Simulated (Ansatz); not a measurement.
# F₂H₃N₂Ta: how energies converge with the basis set

An exercise on one series of results from a longer session: the logs are not shown, and one member is left open.

Computed with Ansatz 0.2.0, Gaussian basis. Level: one geometry, several basis sets.

Plan: PBE0-D4/def2-SVP; ωB97M-V/def2-SVP; PBE0-D4/def2-QZVPP; ωB97M-V/def2-QZVPP; the functionals' def2-TZVPP values are taken from earlier runs.

**The geometry**

All runs share one geometry, relaxed beforehand with PBE0-D4 in a triple-zeta def2 set. Ta takes the def2 core potential; no spin-orbit term is included.

SMILES `[NH]=[Ta]([NH2])([F])[F]`, 8 atoms, charge 0, spin multiplicity 1.

Atoms are counted from 1 here; the program's logs count them from 0.

Bond lengths: N1–Ta2 1.760 Å, N1–H6 1.006 Å, Ta2–N3 1.965 Å, Ta2–F4 1.890 Å, Ta2–F5 1.890 Å, N3–H7 1.008 Å, N3–H8 1.011 Å. Angles: Ta2–N1–H6 172.6°, N1–Ta2–N3 103.6°, N1–Ta2–F4 111.4°, N1–Ta2–F5 111.4°, N3–Ta2–F4 110.5°, N3–Ta2–F5 110.5°, F4–Ta2–F5 109.5°, Ta2–N3–H7 126.0°, Ta2–N3–H8 123.4°, H7–N3–H8 110.6°.

The first run:

File in.yaml:

```yaml
crystal:
  periodic: [false, false, false]
  atoms:
    - {symbol: N, position_ang: [-0.060015, 1.646238, 0.372148]}
    - {symbol: Ta, position_ang: [-0.338797, 0.161809, -0.531935]}
    - {symbol: N, position_ang: [0.566869, -1.209971, 0.544467]}
    - {symbol: F, position_ang: [-2.184050, -0.221383, -0.674617]}
    - {symbol: F, position_ang: [0.421391, 0.254850, -2.259805]}
    - {symbol: H, position_ang: [0.031165, 2.554165, 0.794712]}
    - {symbol: H, position_ang: [1.063243, -1.053878, 1.407202]}
    - {symbol: H, position_ang: [0.592296, -2.188930, 0.291929]}
basis:
  gaussian: {orbitals: def2-SVP}
hamiltonian: {xc: pbe0, dispersion: d4}
output: {orbitals: {seedname: orbitals}}
```

Run with:

```console
$ ansatz run in.yaml --threads 4 --pin off --events-out ev --progress --plain --max-ram 10444MiB
```

Among the steps run: PBE0-D4 in def2-SVP; ωB97M-V in def2-SVP; PBE0-D4 in def2-QZVPP; ωB97M-V in def2-QZVPP.

One of the session's tables, all rows but one given; the rest of the session is left out.

It belongs to the step «Density functionals: the series». 

| functional | basis | HOMO (eV) |
| --- | --- | --- |
| PBE0-D4 | def2-SVP | -7.92 |
| PBE0-D4 | def2-TZVPP | -7.98 |
| PBE0-D4 | def2-QZVPP | -8.02 |
| ωB97M-V | def2-SVP | -10.26 |
| ωB97M-V | def2-TZVPP | -10.32 |
| ωB97M-V | def2-QZVPP | ? |

Q: Estimate the row for ωB97M-V, def2-QZVPP from the others.

As computed: HOMO (eV): -10.37. In the column «HOMO (eV)» it is the lowest.
